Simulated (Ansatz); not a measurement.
Predict the output of the script below (Ansatz 0.2.0 through its Python package).

The script, `bde.py`:
```python
"""X-H bond energies and deprotonation of C2H6OS without relaxation."""

import ansatz as az


def energy_of(molecule, charge=0, unpaired=0):
    calc = (
        molecule.calculation()
        .basis(gaussian="6-31G")
        .functional("hf")
    )
    if charge:
        calc = calc.charge(charge)
    if unpaired:
        calc = calc.spin("collinear", total=unpaired)
    return calc.run(threads=1).report["free_energy_ev"]

GEOMETRY = """
C    -0.87280    0.99820   -0.04460
O    -0.83820   -0.40750    0.09240
C     0.35220   -0.89570    0.48980
S     1.38560   -1.47840   -0.86400
H    -0.11270    1.30690   -0.78760
H    -0.67730    1.51220    0.91970
H    -1.83730    1.33140   -0.42700
H     0.19520   -1.76810    1.16310
H     0.95610   -0.19440    1.10710
H     1.27430   -0.34420   -1.58560
"""

def without(molecule, index):
    rest = az.Crystal.molecule()
    for i, site in enumerate(molecule.cartesian_sites):
        if i != index:
            rest = rest.atom(site.symbol, site.position_ang)
    return rest

mol = az.Crystal.molecule()
for line in GEOMETRY.strip().splitlines():
    symbol, *xyz = line.split()
    mol = mol.atom(symbol, [float(v) for v in xyz])

whole = energy_of(mol, 0)
hydrogen = energy_of(az.Crystal.molecule().atom("H", (0, 0, 0)), 0, 1)
print(f"E(molecule) = {whole:.5f} eV, E(H) = {hydrogen:.5f} eV")
for index in [6, 8, 9]:
    radical = energy_of(without(mol, index), 0, 1)
    print(f"H{index}: homolysis {(radical + hydrogen - whole):.3f} eV")
    anion = energy_of(without(mol, index), -1)
    print(f"H{index}: loss of a proton {(anion - whole):.3f} eV")
```

```console
$ python bde.py
E(molecule) = -15005.74965 eV, E(H) = -13.55761 eV
H6: homolysis 3.951 eV
H6: loss of a proton 18.901 eV
H8: homolysis 3.485 eV
H8: loss of a proton 18.521 eV
H9: homolysis 2.201 eV
H9: loss of a proton 15.167 eV
```

These settings explore the input space; basis and method may be short of convergence. The geometry is a force-field or estimated start, not a minimum of this method, and the basis set is short of its limit. All parts are taken at fixed geometry, without zero-point energy. Hartree-Fock leaves correlation out, so bond, atomisation and ionisation energies come out well too low. Anions want diffuse functions, which this basis lacks. Wall time of the script: 3.8 s on 1 thread of Arm Neoverse V2, on a shared host, peak memory 0.17 GiB.

(Lines on the test bed's own set-up are left out of the output.)
